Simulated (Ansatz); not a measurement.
FH6NOSi2, SMILES O[SiH2]N[SiH2]F, energies of removing a hydrogen

Computed with Ansatz 0.2.0, Python API.

The script reads `fh6nosi2.xyz`:
```text
11

O    -1.53510    1.35340    1.35030
Si   -0.54010    0.15990    1.02250
N    -0.14180    0.46700   -0.58930
Si    1.10550   -0.67800   -1.05530
F     0.27360   -2.09770   -1.18860
H    -1.29250    2.27360    0.99710
H     0.66290    0.29720    1.91440
H    -1.20560   -1.10820    1.13560
H    -0.92790    0.34050   -1.10840
H     1.50750   -0.29350   -2.37170
H     2.15890   -0.77130   -0.08600
```

The script, `bde.py`:
```python
# -*- coding: utf-8 -*-
'''Cost of removing each kind of hydrogen from FH6NOSi2, fragments frozen.'''

from dataclasses import dataclass

import ansatz as az


@dataclass(frozen=True)
class Options:
    basis: str = '6-31G*'
    xc: str = 'pbe0'


cfg = Options()


def energy_of(molecule, charge=0, unpaired=0):
    calc = (
        molecule.calculation()
        .basis(gaussian=cfg.basis)
        .functional(cfg.xc)
    )
    if charge:
        calc = calc.charge(charge)
    if unpaired:
        calc = calc.spin('collinear', total=unpaired)
    return calc.run(threads=1).report['free_energy_ev']

def without(molecule, index):
    rest = az.Crystal.molecule()
    for i, site in enumerate(molecule.cartesian_sites):
        if i != index:
            rest = rest.atom(site.symbol, site.position_ang)
    return rest


def main():
    mol = az.Crystal.molecule_from_extxyz('fh6nosi2.xyz')

    whole = energy_of(mol, 0)
    hydrogen = energy_of(az.Crystal.molecule().atom('H', (0, 0, 0)), 0, 1)
    print(f'E(molecule) = {whole:.5f} eV, E(H) = {hydrogen:.5f} eV')
    for index in [5, 7, 8]:
        radical = energy_of(without(mol, index), 0, 1)
        print(f'H{index}: homolysis {96.485332 * (radical + hydrogen - whole):.1f} kJ/mol')


if __name__ == '__main__':
    main()
```

`python bde.py` gives:
```text
E(molecule) = -22095.44925 eV, E(H) = -13.58146 eV
H5: homolysis 482.2 kJ/mol
H7: homolysis 387.4 kJ/mol
H8: homolysis 457.3 kJ/mol
```

Notes:
- Total energies depend on the basis set; only differences at equal settings carry meaning.
- The geometry is a force-field or estimated start, not a minimum of this method, and the basis set is short of its limit. All parts are taken at fixed geometry, without zero-point energy.
- Finished in 23 s on 1 thread of Intel(R) Xeon(R) 6975P-C (Granite Rapids), with other jobs on the host, peak memory 0.36 GiB.

(A comment or docstring line of the script was reworded after the run, the code is as it ran; lines on the test bed's own set-up are left out of the output.)
